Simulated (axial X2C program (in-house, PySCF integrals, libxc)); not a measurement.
**All-electron X2C curves of FeN⁺**

Aim: find the lowest determinant of FeN⁺, scan the bond at several levels and fit the constants, once spin-free and once with spin–orbit coupling.

Method: all-electron X2C, Fe dyall-v3z, N dyall-v3z; program: an in-house X2C program for linear molecules on PySCF integrals.

All values are calculated.

## 1. Input

The input, task.json:

```json
{"zs": [26, 7], "q": 1, "bas": ["dyall-v3z", "dyall-v3z"], "levels": ["PBE0", "HF", "PBE", "TPSSh"], "cc": false, "r0": 1.69, "npts": 10, "nst": 2, "ntry": 6}
```

Keys: zs atomic numbers; q charge; bas basis sets; levels methods (HF also brings MP2); cc coupled cluster on or off; r0 starting distance in Å; npts points asked for on the curve; nst determinants followed; ntry starts of the search.

Started as:

```sh
python so2c.py task.json out
```

Spin-free means the one-electron spin-free X2C Hamiltonian; two-component (2c) means X2C with spin–orbit coupling and atomic mean-field two-electron Coulomb and Gaunt terms. Basis: Fe dyall-v3z contracted to [9s10p6d3f2g], N dyall-v3z contracted to [6s6p2d1f]; Gaussian nuclei, density fitting. Masses: Fe 55.935 u, N 14.003 u.

Notation: σ, π±, δ± give the projection m of an orbital's angular momentum (0, ±1, ±2), α and β its spin, Λ and M_S the sums; ω is the projection of a spinor's total angular momentum and Ω the sum. Logs are in hartree.

The results follow Hamiltonian by Hamiltonian and level by level.

## 2. Which state to follow

PBE0 moves the distance from 1.690 Å to 1.833 Å and compares determinants there.

Spin-free determinants:

| ΔE (eV) | state | open shells |
| --- | --- | --- |
| 0.00 | M_S = 1, Λ = 1 | beyond closed shells: σα, π+β, δ+α, δ-α |
| 0.44 | M_S = 3, Λ = 1 | beyond closed shells: σα, 2 × π+α, π+β, 2 × π-α, δ+α, δ-α |
| 0.76 | M_S = 0, Λ = 0 | beyond closed shells: π+α, π-α, δ+β, δ-β |
| 0.83 | M_S = 2, Λ = 1 | beyond closed shells: σα, π+α, δ+α, δ-α |
| 0.85 | M_S = 2, Λ = 0 | beyond closed shells: π+α, π-α, δ+α, δ-α |
| 1.15 | M_S = 0, Λ = 1 | beyond closed shells: σα, π+α, δ+β, δ-β |
| 3.03 | M_S = 0, Λ = 3 | beyond closed shells: π+α, δ+α, δ+β, δ-β |

Two-component determinants:

```json
{"ΔE (eV)": "0.00", "state": "Ω = 2", "open shells": "excess of +ω over −ω: 2 × ω = 1/2, ω = -3/2, ω = 5/2"}
{"ΔE (eV)": "0.05", "state": "Ω = 0", "open shells": "excess of +ω over −ω: ω = 1/2, 2 × ω = -3/2, ω = 5/2"}
{"ΔE (eV)": "0.44", "state": "Ω = 4", "open shells": "excess of +ω over −ω: ω = 3/2, ω = 5/2"}
{"ΔE (eV)": "0.48", "state": "Ω = 2", "open shells": "excess of +ω over −ω: ω = -1/2, ω = 5/2"}
{"ΔE (eV)": "0.84", "state": "Ω = 1", "open shells": "excess of +ω over −ω: ω = -3/2, ω = 5/2"}
{"ΔE (eV)": "0.86", "state": "Ω = 3", "open shells": "excess of +ω over −ω: ω = 1/2, ω = 5/2"}
{"ΔE (eV)": "2.34", "state": "Ω = 1", "open shells": "excess of +ω over −ω: 3 × ω = 1/2, 2 × ω = -3/2, ω = 5/2"}
```

## 3. PBE0, spin-free

State followed: M_S = 1, Λ = 1 (beyond closed shells: σα, π+β, δ+α, δ-α). The scan is laid around 1.833 Å, a first estimate of the minimum, and this SCF restarts from the orbitals of the search.

The SCF at the reference distance of 1.833 Å:

```text
spin-free X2C-1e  PBE0
basis functions 149  fitting functions 858  grid points 5076
iter        total energy     max residual
   1      -1326.770740895     8.03e-06
   2      -1326.770740893     1.87e-05
   3      -1326.770740896     1.80e-06
   4      -1326.770740896     1.24e-06
converged
one-electron -1925.95116799  Coulomb 609.17948984  exact exchange -15.31187624  xc functional -47.22960461  nuclear repulsion 52.54241811
```

Along the bond, energies from the lowest point:

| R (Å) | E (eV) | μ (D) | HOMO (eV) | LUMO (eV) | iterations |
| --- | --- | --- | --- | --- | --- |
| 1.595 | 0.4222 | -3.22 | -13.98 | -10.29 | 14 |
| 1.668 | 0.1765 | -3.34 | -14.02 | -10.15 | 13 |
| 1.723 | 0.0688 | -3.39 | -13.98 | -10.09 | 13 |
| 1.778 | 0.0134 | -3.41 | -13.93 | -10.06 | 13 |
| 1.833 | 0.0000 | -3.40 | -13.87 | -10.05 | 4 |
| 1.897 | 0.0248 | -3.35 | -13.81 | -10.04 | 13 |
| 1.961 | 0.0810 | -3.25 | -13.75 | -10.05 | 12 |
| 2.044 | 0.1824 | -3.08 | -13.68 | -10.09 | 12 |
| 2.145 | 0.3280 | -2.82 | -13.61 | -10.11 | 12 |
| 2.291 | 0.5449 | -2.45 | -13.53 | -10.12 | 12 |

Dipoles are positive if N is the positive end and refer to the centre of mass.

Outer orbitals at the reference distance:

| symmetry | occupied | ε (eV) | atomic character |
| --- | --- | --- | --- |
| σβ | yes | -28.95 | 73% N s, 9% Fe p, 9% Fe d |
| σα | yes | -25.19 | 65% N s, 15% Fe d, 9% Fe p |
| δ-α | yes | -19.57 | 100% Fe d |
| δ+α | yes | -19.57 | 100% Fe d |
| π+α | yes | -18.57 | 97% Fe d, 2% N p |
| π-α | yes | -18.57 | 97% Fe d, 2% N p |
| σα | yes | -18.56 | 82% Fe d, 8% N s, 5% N p |
| π+β | yes | -17.05 | 56% N p, 40% Fe d |
| π-β | yes | -16.29 | 79% N p, 15% Fe d, 3% Fe p |
| σβ | yes | -16.20 | 76% N p, 14% Fe d, 5% N s |
| π+β | yes | -14.32 | 61% Fe d, 34% N p, 3% Fe p |
| σα | yes | -13.87 | 54% N p, 36% Fe s, 4% N s |
| δ+β | no | -10.05 | 100% Fe d |
| π-β | no | -9.99 | 85% Fe d, 11% N p, 2% Fe p |
| δ-β | no | -9.87 | 100% Fe d |
| σβ | no | -9.72 | 47% Fe s, 45% Fe d, 6% N p |

PBE0 fields in the half plane through the axis: z from -2.4 to 4.2 Å across, distance from the axis 0.15 to 2.25 Å upwards; Fe lies at z = 0 and N at z = 1.833 Å; the ELF is damped to zero where the density is low.

log10 density (e/bohr³). Ten even steps from '0' (-5.79 ) to '9' (1.38 ):
```
01122223333322222211100
11223333333333333222110
12233344444444443332211
12334445555445544433221
22334555555555555543321
22344566666666666544322
23345677877667776654332
23345678987677877654432
```

ELF. Ten even steps from ' ' (0.00 ) to '@' (0.93 ):
```
                                              
            ..........                        
          ........::::..............          
        ..........::::::::::--====--..        
        ............::--++****####**==::      
          ..::------::--##%%%%@@@@%%**--..    
          ..==%%%%##----%%%%##@@@@@@%%++::    
          ..++######==--@@++%%::@@@@%%**::    
```

Re = 1.826 Å, ωe = 519 cm⁻¹, ωexe = 5.31 cm⁻¹, Be = 0.4515 cm⁻¹, De = 1.41 eV, μ = -3.40 D. ⟨S²⟩ = 3.89 against 2.00 for a pure state, so this determinant mixes spins.

## 4. HF, spin-free

The SCF at the reference distance of 1.833 Å:

```text
spin-free X2C-1e  HF
basis functions 149  fitting functions 858  grid points 5076
iter        total energy     max residual
   1      -1325.476765017     1.20e-01
   2      -1325.523623176     2.05e-02
   3      -1325.532638000     1.53e-02
   4      -1325.535116992     1.14e-02
   5      -1325.537595821     7.75e-03
   6      -1325.539813692     5.17e-03
   7      -1325.541358737     3.95e-03
   8      -1325.543452759     2.00e-03
   9      -1325.543350629     2.21e-03
  10      -1325.543715152     9.60e-04
  11      -1325.543734878     2.49e-04
  12      -1325.543735936     1.46e-04
  13      -1325.543736482     2.18e-05
  14      -1325.543736526     1.21e-05
  15      -1325.543736529     7.26e-06
  16      -1325.543736531     6.87e-07
converged
one-electron -1925.65371292  Coulomb 609.04316139  exact exchange -61.47560311  xc functional 0.00000000  nuclear repulsion 52.54241811
```

No constants are quoted: the lowest point is the long end of the scan.

## 5. PBE, spin-free

Output at 1.833 Å:

```text
spin-free X2C-1e  PBE
basis functions 149  fitting functions 858  grid points 5076
iter        total energy     max residual
   1      -1326.765345184     4.04e-02
   2      -1326.759091242     5.35e-02
   3      -1326.489788243     2.15e-01
   4      -1326.768834095     3.54e-02
   5      -1326.778072276     6.98e-03
   6      -1326.778354552     2.07e-03
   7      -1326.778388048     4.15e-04
   8      -1326.778389596     9.65e-05
   9      -1326.778389668     1.18e-05
  10      -1326.778389670     1.12e-05
  11      -1326.778389671     4.17e-06
converged
one-electron -1926.07890096  Coulomb 609.22954123  exact exchange 0.00000000  xc functional -62.47144805  nuclear repulsion 52.54241811
```

Re = 1.669 Å, ωe = 659 cm⁻¹, ωexe = 5.39 cm⁻¹, Be = 0.5401 cm⁻¹, De = 2.64 eV, μ = -2.83 D. ⟨S²⟩ = 3.28 against 2.00 for a pure state, so this determinant mixes spins.

## 6. TPSSh, spin-free

Output at 1.833 Å:

```text
spin-free X2C-1e  TPSSh
basis functions 149  fitting functions 858  grid points 5076
iter        total energy     max residual
   1      -1327.072318530     2.89e-02
   2      -1327.075096124     4.83e-03
   3      -1327.074827219     9.97e-03
   4      -1327.075425715     3.65e-03
   5      -1327.075521592     1.73e-03
   6      -1327.075569142     6.97e-04
   7      -1327.075579031     2.81e-04
   8      -1327.075579639     1.35e-04
   9      -1327.075579759     1.19e-05
  10      -1327.075579763     4.81e-06
  11      -1327.075579764     1.56e-06
converged
one-electron -1926.04752146  Coulomb 609.25240740  exact exchange -6.11861472  xc functional -56.70426910  nuclear repulsion 52.54241811
```

Re = 1.768 Å, ωe = 562 cm⁻¹, ωexe = 3.07 cm⁻¹, Be = 0.4814 cm⁻¹, De = 1.72 eV, μ = -3.32 D. ⟨S²⟩ = 3.63 against 2.00 for a pure state, so this determinant mixes spins.

## 7. Correlated methods, spin-free

Correlated methods: 12 electrons correlated (frozen shells, counted by type: Fe 3 s, 2 p; N 1 s), 234 virtual spinors in MP2.

MP2: No constants are quoted: the reference is strongly spin-contaminated.

## 8. A higher determinant, spin-free

State: M_S = 3, Λ = 1 (beyond closed shells: σα, 2 × π+α, π+β, 2 × π-α, δ+α, δ-α).

Output at the reference distance:

```text
spin-free X2C-1e  PBE0
basis functions 149  fitting functions 858  grid points 5076
iter        total energy     max residual
   1      -1326.754679031     3.11e-05
   2      -1326.754678993     9.21e-05
   3      -1326.754679043     6.93e-06
   4      -1326.754679043     9.75e-06
converged
one-electron -1926.17200088  Coulomb 609.44078296  exact exchange -15.31676347  xc functional -47.24911575  nuclear repulsion 52.54241811
```

| R (Å) | E above the lowest PBE0 point (eV) |
| --- | --- |
| 1.595 | 1.223 |
| 1.668 | 0.801 |
| 1.723 | 0.608 |
| 1.778 | 0.493 |
| 1.833 | 0.437 |
| 1.897 | 0.431 |
| 1.961 | 0.474 |
| 2.044 | 0.582 |
| 2.145 | 0.769 |

Re = 1.871 Å, ωe = 566 cm⁻¹, ωexe = 2.5 cm⁻¹, Be = 0.4298 cm⁻¹, μ = -4.06 D. Te = 0.43 eV.

## 9. The spin-free curves together

Energy (eV) of the followed determinant, spin-free, from each level's lowest point:

| R (Å) | PBE0 | HF | MP2 (spin-contaminated) | PBE | TPSSh |
| --- | --- | --- | --- | --- | --- |
| 1.595 | 0.422 | 2.648 | 1.038 | 0.060 | 0.250 |
| 1.668 | 0.176 | 1.890 | 0.650 | 0.000 | 0.074 |
| 1.723 | 0.069 | 1.452 | 0.451 | 0.023 | 0.014 |
| 1.778 | 0.013 | 1.104 | 0.303 | 0.083 | 0.000 |
| 1.833 | 0.000 | 0.827 | 0.193 | 0.171 | 0.024 |
| 1.897 | 0.025 | 0.579 | 0.104 | 0.295 | 0.090 |
| 1.961 | 0.081 | 0.393 | 0.046 | 0.437 | 0.185 |
| 2.044 | 0.182 | 0.223 | 0.008 | 0.633 | 0.334 |
| 2.145 | 0.328 | 0.093 | 0.000 | 0.883 | 0.535 |
| 2.291 | 0.545 | 0.000 | 0.034 | 1.238 | 0.822 |

## 10. PBE0, 2c

State followed: Ω = 2 (excess of +ω over −ω: 2 × ω = 1/2, ω = -3/2, ω = 5/2). The scan is laid around 1.833 Å, a first estimate of the minimum, and this SCF restarts from the orbitals of the search.

The SCF at the reference distance of 1.833 Å:

```text
two-component X2C + atomic mean field  PBE0
basis functions 149  fitting functions 858  grid points 5076
iter        total energy     max residual
   1      -1326.435559308     1.73e-05
   2      -1326.435559312     1.12e-05
   3      -1326.435559313     7.90e-06
converged
one-electron -1925.12243191  Coulomb 609.01948595  exact exchange -15.30809264  xc functional -47.21790381  nuclear repulsion 52.54241811  atomic mean-field constant -0.34903501
```

Along the bond, energies from the lowest point:

| R (Å) | E (eV) | μ (D) | HOMO (eV) | LUMO (eV) | iterations |
| --- | --- | --- | --- | --- | --- |
| 1.595 | 0.4235 | -3.22 | -14.00 | -10.34 | 14 |
| 1.668 | 0.1773 | -3.33 | -14.02 | -10.20 | 13 |
| 1.723 | 0.0693 | -3.39 | -13.97 | -10.14 | 13 |
| 1.778 | 0.0137 | -3.41 | -13.92 | -10.11 | 13 |
| 1.833 | 0.0000 | -3.40 | -13.87 | -10.09 | 3 |
| 1.897 | 0.0246 | -3.35 | -13.80 | -10.09 | 13 |
| 1.961 | 0.0805 | -3.25 | -13.74 | -10.09 | 12 |
| 2.044 | 0.1817 | -3.08 | -13.67 | -10.10 | 12 |
| 2.145 | 0.3272 | -2.82 | -13.60 | -10.09 | 12 |
| 2.291 | 0.5440 | -2.45 | -13.53 | -10.10 | 12 |

Dipoles are positive if N is the positive end and refer to the centre of mass.

Outer spinors at the reference distance:

```json
{"ω": "-1/2", "occupied": "yes", "ε (eV)": "-28.94", "atomic character": "73% N s, 9% Fe p, 9% Fe d", "λ mixture": "100% σ"}
{"ω": "1/2", "occupied": "yes", "ε (eV)": "-25.19", "atomic character": "65% N s, 15% Fe d, 9% Fe p", "λ mixture": "100% σ"}
{"ω": "-3/2", "occupied": "yes", "ε (eV)": "-19.63", "atomic character": "100% Fe d", "λ mixture": "100% δ"}
{"ω": "5/2", "occupied": "yes", "ε (eV)": "-19.52", "atomic character": "100% Fe d", "λ mixture": "100% δ"}
{"ω": "-1/2", "occupied": "yes", "ε (eV)": "-18.60", "atomic character": "97% Fe d, 2% N p", "λ mixture": "100% π"}
{"ω": "1/2", "occupied": "yes", "ε (eV)": "-18.56", "atomic character": "82% Fe d, 8% N s, 5% N p", "λ mixture": "100% σ"}
{"ω": "3/2", "occupied": "yes", "ε (eV)": "-18.55", "atomic character": "97% Fe d, 2% N p", "λ mixture": "100% π"}
{"ω": "1/2", "occupied": "yes", "ε (eV)": "-17.06", "atomic character": "56% N p, 41% Fe d", "λ mixture": "100% π"}
{"ω": "-3/2", "occupied": "yes", "ε (eV)": "-16.28", "atomic character": "79% N p, 15% Fe d, 3% Fe p", "λ mixture": "100% π"}
{"ω": "-1/2", "occupied": "yes", "ε (eV)": "-16.19", "atomic character": "76% N p, 14% Fe d, 5% N s", "λ mixture": "100% σ"}
{"ω": "1/2", "occupied": "yes", "ε (eV)": "-14.34", "atomic character": "61% Fe d, 34% N p, 3% Fe p", "λ mixture": "100% π"}
{"ω": "1/2", "occupied": "yes", "ε (eV)": "-13.87", "atomic character": "54% N p, 36% Fe s, 4% N s", "λ mixture": "100% σ"}
{"ω": "3/2", "occupied": "no", "ε (eV)": "-10.09", "atomic character": "100% Fe d", "λ mixture": "100% δ"}
{"ω": "-3/2", "occupied": "no", "ε (eV)": "-9.97", "atomic character": "85% Fe d, 11% N p, 2% Fe p", "λ mixture": "100% π"}
{"ω": "-5/2", "occupied": "no", "ε (eV)": "-9.83", "atomic character": "100% Fe d", "λ mixture": "100% δ"}
{"ω": "-1/2", "occupied": "no", "ε (eV)": "-9.72", "atomic character": "47% Fe s, 45% Fe d, 6% N p", "λ mixture": "100% σ"}
```

PBE0 fields in the half plane through the axis: z from -2.4 to 4.2 Å across, distance from the axis 0.15 to 2.25 Å upwards; Fe lies at z = 0 and N at z = 1.833 Å; the ELF is damped to zero where the density is low.

log10 density (e/bohr³). Ten even steps from '0' (-5.79 ) to '9' (1.38 ):
```
01122223333322222211100
11223333333333333222110
12233344444444443332211
12334445555445544433221
22334555555555555543321
22344566666666666544322
23345677877667776654332
23345678987677877654432
```

ELF. Ten even steps from '0' (0.00 ) to '9' (0.93 ):
```
00000000000000000000000
00000011111000000000000
00000111122111111100000
00001111122222344310000
00001111112356677642000
00000123332378899863100
00000148883388799985200
00000157774395829996200
```

Re = 1.826 Å, ωe = 519 cm⁻¹, ωexe = 5.3 cm⁻¹, Be = 0.4513 cm⁻¹, De = 1.44 eV, μ = -3.40 D.

## 11. HF, 2c

The SCF at the reference distance of 1.833 Å:

```text
two-component X2C + atomic mean field  HF
basis functions 149  fitting functions 858  grid points 5076
iter        total energy     max residual
   1      -1325.141933424     1.20e-01
   2      -1325.188735369     2.06e-02
   3      -1325.197733960     1.53e-02
   4      -1325.200210367     1.14e-02
   5      -1325.202685193     7.75e-03
   6      -1325.204900649     5.17e-03
   7      -1325.206443643     3.95e-03
   8      -1325.208539358     2.00e-03
   9      -1325.208437624     2.21e-03
  10      -1325.208801830     9.58e-04
  11      -1325.208821573     2.48e-04
  12      -1325.208822610     1.47e-04
  13      -1325.208823161     2.17e-05
  14      -1325.208823205     1.30e-05
  15      -1325.208823210     9.61e-06
  16      -1325.208823213     8.50e-06
  17      -1325.208823215     5.89e-06
  18      -1325.208823216     2.89e-06
converged
one-electron -1924.82489014  Coulomb 608.88298743  exact exchange -61.46030361  xc functional 0.00000000  nuclear repulsion 52.54241811  atomic mean-field constant -0.34903501
```

No constants are quoted: the lowest point is the long end of the scan.

## 12. PBE, 2c

Output at 1.833 Å:

```text
two-component X2C + atomic mean field  PBE
basis functions 149  fitting functions 858  grid points 5076
iter        total energy     max residual
   1      -1326.430027019     4.04e-02
   2      -1326.423916726     5.33e-02
   3      -1326.156071749     2.14e-01
   4      -1326.433514236     3.53e-02
   5      -1326.442727076     6.84e-03
   6      -1326.442998206     2.06e-03
   7      -1326.443031586     4.10e-04
   8      -1326.443033106     9.62e-05
   9      -1326.443033179     1.10e-05
  10      -1326.443033181     1.09e-05
  11      -1326.443033182     4.28e-06
converged
one-electron -1925.24789528  Coulomb 609.06738529  exact exchange 0.00000000  xc functional -62.45590629  nuclear repulsion 52.54241811  atomic mean-field constant -0.34903501
```

Re = 1.670 Å, ωe = 658 cm⁻¹, ωexe = 5.34 cm⁻¹, Be = 0.5397 cm⁻¹, De = 2.67 eV, μ = -2.83 D.

## 13. TPSSh, 2c

Output at 1.833 Å:

```text
two-component X2C + atomic mean field  TPSSh
basis functions 149  fitting functions 858  grid points 5076
iter        total energy     max residual
   1      -1326.737069125     2.89e-02
   2      -1326.739841841     4.78e-03
   3      -1326.739600344     9.75e-03
   4      -1326.740162483     3.69e-03
   5      -1326.740263735     1.69e-03
   6      -1326.740310595     6.94e-04
   7      -1326.740320455     2.81e-04
   8      -1326.740321064     1.34e-04
   9      -1326.740321183     1.22e-05
  10      -1326.740321187     4.78e-06
  11      -1326.740321187     1.54e-06
converged
one-electron -1925.21721558  Coulomb 609.09089587  exact exchange -6.11712183  xc functional -56.69026274  nuclear repulsion 52.54241811  atomic mean-field constant -0.34903501
```

Re = 1.769 Å, ωe = 562 cm⁻¹, ωexe = 3.08 cm⁻¹, Be = 0.4812 cm⁻¹, De = 1.74 eV, μ = -3.32 D.

## 14. Correlated methods, 2c

Correlated methods: 12 electrons correlated (frozen shells, counted by type: Fe 3 s, 2 p; N 1 s), 234 virtual spinors in MP2.

MP2: No constants are quoted: the reference is strongly spin-contaminated.

## 15. A higher determinant, 2c

State: Ω = 0 (excess of +ω over −ω: ω = 1/2, 2 × ω = -3/2, ω = 5/2).

Output at the reference distance:

```text
two-component X2C + atomic mean field  PBE0
basis functions 149  fitting functions 858  grid points 5076
iter        total energy     max residual
   1      -1326.433829007     1.74e-05
   2      -1326.433829023     1.41e-05
   3      -1326.433829029     1.16e-05
   4      -1326.433829036     6.55e-06
   5      -1326.433829038     4.06e-06
converged
one-electron -1925.11829742  Coulomb 609.01661844  exact exchange -15.30792195  xc functional -47.21761121  nuclear repulsion 52.54241811  atomic mean-field constant -0.34903501
```

| R (Å) | E above the lowest PBE0 point (eV) |
| --- | --- |
| 1.595 | 0.470 |
| 1.668 | 0.224 |
| 1.723 | 0.116 |
| 1.778 | 0.061 |
| 1.833 | 0.047 |
| 1.897 | 0.072 |
| 1.961 | 0.128 |
| 2.044 | 0.229 |
| 2.145 | 0.375 |

Re = 1.826 Å, ωe = 519 cm⁻¹, ωexe = 5.32 cm⁻¹, Be = 0.4514 cm⁻¹, μ = -3.40 D. Te = 0.05 eV.

## 16. The 2c curves together

Energy (eV) of the followed determinant, 2c, from each level's lowest point:

| R (Å) | PBE0 | HF | MP2 (spin-contaminated) | PBE | TPSSh |
| --- | --- | --- | --- | --- | --- |
| 1.595 | 0.424 | 2.650 | 1.040 | 0.061 | 0.252 |
| 1.668 | 0.177 | 1.892 | 0.652 | 0.000 | 0.075 |
| 1.723 | 0.069 | 1.454 | 0.452 | 0.022 | 0.014 |
| 1.778 | 0.014 | 1.105 | 0.304 | 0.082 | 0.000 |
| 1.833 | 0.000 | 0.829 | 0.194 | 0.169 | 0.024 |
| 1.897 | 0.025 | 0.579 | 0.104 | 0.293 | 0.089 |
| 1.961 | 0.081 | 0.393 | 0.046 | 0.435 | 0.184 |
| 2.044 | 0.182 | 0.224 | 0.008 | 0.631 | 0.333 |
| 2.145 | 0.327 | 0.093 | 0.000 | 0.880 | 0.534 |
| 2.291 | 0.544 | 0.000 | 0.034 | 1.235 | 0.821 |

Time for the job: 2.4 min (1 thread, shared host).

## 17. What came out

Lowest determinant that the search found at its distance, spin-free: M_S = 1, Λ = 1 (beyond closed shells: σα, π+β, δ+α, δ-α).

Lowest determinant that the search found at its distance, 2c: Ω = 2 (excess of +ω over −ω: 2 × ω = 1/2, ω = -3/2, ω = 5/2).

| Hamiltonian | level | Re (Å) | ωe (cm⁻¹) | De (eV) | μ (D) |
| --- | --- | --- | --- | --- | --- |
| spin-free | PBE0 | 1.826 | 519 | 1.41 | -3.40 |
| spin-free | PBE | 1.669 | 659 | 2.64 | -2.83 |
| spin-free | TPSSh | 1.768 | 562 | 1.72 | -3.32 |
| 2c | PBE0 | 1.826 | 519 | 1.44 | -3.40 |
| 2c | PBE | 1.670 | 658 | 2.67 | -2.83 |
| 2c | TPSSh | 1.769 | 562 | 1.74 | -3.32 |

Dipoles are positive if N is the positive end and refer to the centre of mass. No constants: spin-free HF (the lowest point is the long end of the scan); spin-free MP2 (the reference is strongly spin-contaminated); 2c HF (the lowest point is the long end of the scan); 2c MP2 (the reference is strongly spin-contaminated). Spin-free ⟨S²⟩ is off its pure value at PBE0 3.89, PBE 3.28, TPSSh 3.63.

Time per point (s) on 1 thread, shared host (2c runs); the times are rough: PBE0 0.6, PBE 0.41, TPSSh 1.1.

**Reading.** At PBE0, going from spin-free to two-component changes Re by 0 mÅ, ωe by 0.0 %; the spin-free picture holds up (part of it comes from the scalar share of the two-electron terms). De moves by +0.02 eV; both De rest on single-determinant atoms, which can miss part of an open shell's spin–orbit lowering.

De refers to Fe+ + N, each in the lowest determinant found, which need not be this curve's own limit. The state is a single determinant with fixed occupations, the lowest that a limited PBE0 search found. De is counted from the lowest determinant-based energies of the atoms at the same level, without counterpoise correction. Density functionals use the spin component along the axis (collinear). The meta-GGAs lack a current-density term, which matters for open shells with orbital currents, atoms included. With several unpaired electrons one determinant need not be a pure state. At some level an empty orbital lies below a filled one. The spin-free determinant is spin-contaminated at some levels.
